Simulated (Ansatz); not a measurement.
# CoO: the cost of one run

Method: run time, single point, PBE+U, NC, in Ansatz 0.2 early development.

### 1 Starting point

Symmetry: Fm-3m, No. 225, cubic system. The conventional cell has a = 4.260 Å, b = 4.260 Å, c = 4.260 Å, α = 90.00°, β = 90.00°, γ = 90.00°. Co (site symmetry m-3m) is surrounded by 6 O at 2.13 Å. O (site symmetry m-3m) has 6 Co at 2.13 Å as nearest neighbours.

Structure file:

```cif
data_structure
_symmetry_space_group_name_H-M 'P 1'
_symmetry_Int_Tables_number 1
_cell_length_a 3.0123
_cell_length_b 3.0123
_cell_length_c 3.0123
_cell_angle_alpha 60.000
_cell_angle_beta 60.000
_cell_angle_gamma 60.000
_cell_volume 19.33
loop_
_atom_site_label
_atom_site_type_symbol
_atom_site_fract_x
_atom_site_fract_y
_atom_site_fract_z
_atom_site_occupancy
Co1 Co 0.00000 0.00000 0.00000 1
O1 O 0.50000 0.50000 0.50000 1
```

### 2 Running it

Input file input.yaml:

```yaml
crystal:
  lattice:
    - [0, 2.13, 2.13]
    - [2.13, 0, 2.13]
    - [2.13, 2.13, 0]
  atoms:
    - { symbol: Co, position: [0, 0, 0] }
    - { symbol: O, position: [0.5, 0.5, 0.5] }
kpoints:
  mp_grid: { grid: [4, 4, 4], shift: [0, 0, 0] }
hamiltonian:
  xc: pbe
  pseudopotentials: { kind: nc }
  hubbard: [{ species: Co, l: d, shell: 3, u_eff: 4.0 }]
scf:
  occupations: { method: fermi_dirac }
magnetization:
  spin_polarized: true
```

Run with:

```sh
> ansatz run input --backend cpu --max-ram 8GiB --threads 2 --events-out ev
```

What time and memory should one allow on 2 threads of Arm Neoverse V2 (Grace), shared host?

About 12 s, with a peak of 0.9 GiB.
